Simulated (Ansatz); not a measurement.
# Ge: the cost of one run

Method: DFT LDA, scalar-relativistic, plane waves, PAW, in Ansatz 0.2.0.

2 further runs of the same task are left out: 1 that didn't finish, 1 set aside as unsound or not needed. Runs told in other sessions of the task aren't counted.

### Step 1. The starting structure

The structure is cubic, space group Fd-3m (No. 227). Conventional cell: a = 5.621 Å, b = 5.621 Å, c = 5.621 Å, α = 90.00°, β = 90.00°, γ = 90.00°. Ge (site symmetry -43m) is surrounded by 4 Ge at 2.43 Å.

Structure file:

```cif
data_structure
_symmetry_space_group_name_H-M 'Fd-3m:1'
_symmetry_Int_Tables_number 227
_cell_length_a 5.6214
_cell_length_b 5.6214
_cell_length_c 5.6214
_cell_angle_alpha 90.000
_cell_angle_beta 90.000
_cell_angle_gamma 90.000
_cell_volume 177.64
loop_
_atom_site_label
_atom_site_type_symbol
_atom_site_symmetry_multiplicity
_atom_site_Wyckoff_symbol
_atom_site_fract_x
_atom_site_fract_y
_atom_site_fract_z
_atom_site_occupancy
Ge1 Ge 8 b 0.00000 0.00000 0.50000 1
```

It goes back to an entry of the Materials Project.

It is the result of an earlier relaxation at this level (volume 22.21 Å³/atom; gap on the mesh: none (metal)).

### Step 2. The bulk in the cell of the plane

The input, input.yaml:

```yaml
crystal:
  lattice:
    - [5.6214484582, 0.0, 0.0]
    - [-2.8107242291, 8.4321726873, 0.0]
    - [-2.8107242291, 0.0, 2.8107242291]
  atoms:
    - { symbol: Ge, position: [0.3333333333, 0.6666666667, 0.0] }
    - { symbol: Ge, position: [0.0, 0.0, 0.0] }
    - { symbol: Ge, position: [0.6666666667, 0.3333333333, 0.0] }
    - { symbol: Ge, position: [0.75, 0.5, 0.5] }
    - { symbol: Ge, position: [0.4166666667, 0.8333333333, 0.5] }
    - { symbol: Ge, position: [0.0833333333, 0.1666666667, 0.5] }
basis:
  ecutwfc: 420
kpoints:
  mp_grid: { grid: [7, 4, 12] }
hamiltonian:
  xc: lda
scf:
  occupations: { method: gaussian, width: 0.1 }
output:
  forces: true
  stress: true
  eigenvalues: true
```

Launch:

```
> ansatz run input.yaml --threads 8 --pin off --max-ram 28672MiB --backend cpu --events-out ev --progress --plain --runs-dir out
```

**Question.** How long does this run take on 8 threads of Intel Xeon Platinum 8259CL at 2.50GHz (Skylake/Cascade Lake), shared host, and how much memory does it need?

About 7.2 s, with a peak of 1.2 GiB.
